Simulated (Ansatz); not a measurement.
**CH₅BTe (SMILES B[Te]C): functionals against CCSD(T) at one geometry**

An exercise on one series of results from a longer session: the logs are not shown, and one member is left open.

Program: Ansatz 0.2.0, Gaussian basis. Level of theory: single points in def2-TZVPP. These are calculated values, not measurements.

Correlated methods freeze the cores. Filled d shells of the heavier atoms are correlated. Core potentials replace the inner electrons past krypton, and spin-orbit coupling is left out.

## The starting structure

SMILES `B[Te]C`, 8 atoms, charge 0, spin multiplicity 1.

Atoms are counted from 1 here; the program's logs count them from 0.

Bond lengths: B1–Te2 2.112 Å, B1–H4 1.184 Å, B1–H5 1.209 Å, Te2–C3 2.140 Å, C3–H6 1.078 Å, C3–H7 1.088 Å, C3–H8 1.100 Å. Angles: Te2–B1–H4 122.3°, Te2–B1–H5 121.2°, H4–B1–H5 116.5°, B1–Te2–C3 96.7°, Te2–C3–H6 108.7°, Te2–C3–H7 114.4°, Te2–C3–H8 111.5°, H6–C3–H7 109.7°, H6–C3–H8 107.4°, H7–C3–H8 105.0°.

Geometry (Å):

```xyz
8
charge 0, multiplicity 1
B    -0.69410    1.24760   -1.06680
Te   -1.22350    0.28580    0.73700
C     0.49020   -0.99050    0.85140
H    -1.37300    2.08250   -1.56180
H     0.32370    0.96170   -1.65350
H     1.37740   -0.38560    0.76030
H     0.51010   -1.78410    0.10710
H     0.54350   -1.50800    1.82040
```

Set-up of the first run:

Input file run/in.yaml:

```yaml
crystal:
  periodic: [false, false, false]
  atoms:
    - {symbol: B, position_ang: [-0.694100, 1.247600, -1.066800]}
    - {symbol: Te, position_ang: [-1.223500, 0.285800, 0.737000]}
    - {symbol: C, position_ang: [0.490200, -0.990500, 0.851400]}
    - {symbol: H, position_ang: [-1.373000, 2.082500, -1.561800]}
    - {symbol: H, position_ang: [0.323700, 0.961700, -1.653500]}
    - {symbol: H, position_ang: [1.377400, -0.385600, 0.760300]}
    - {symbol: H, position_ang: [0.510100, -1.784100, 0.107100]}
    - {symbol: H, position_ang: [0.543500, -1.508000, 1.820400]}
basis:
  gaussian: {orbitals: def2-TZVPP}
correlation: {method: ccsd_t}
output: {forces: true}
```

The command line of these runs was not kept.

Among the steps run: CCSD(T)/def2-TZVPP; PBE0-D4/def2-TZVPP; wB97M-V/def2-TZVPP; r2SCAN-D4/def2-TZVPP; PBE-D4/def2-TZVPP; BHLYP-D4/def2-TZVPP; B97M-V/def2-TZVPP.

One table of the session follows, with a row left open; its other results are not shown here.

```
   method  RMS force component (eV/Å)  angle to CCSD(T) forces (°)  dipole (D)
  CCSD(T)                       0.312                    reference        1.38
  PBE0-D4                       0.307                          5.7        1.39
  wB97M-V                       0.311                         10.6        1.25
r2SCAN-D4                       0.320                          5.1        1.45
   PBE-D4                       0.311                         20.7        1.53
 BHLYP-D4                           ?                            ?           ?
   B97M-V                       0.320                         13.8        1.45
```

Estimate the missing values for BHLYP-D4.

The run gave: RMS force component (eV/Å): 0.383; angle to CCSD(T) forces (°): 23.6; dipole (D): 1.23. In the column «RMS force component (eV/Å)» it is the highest.
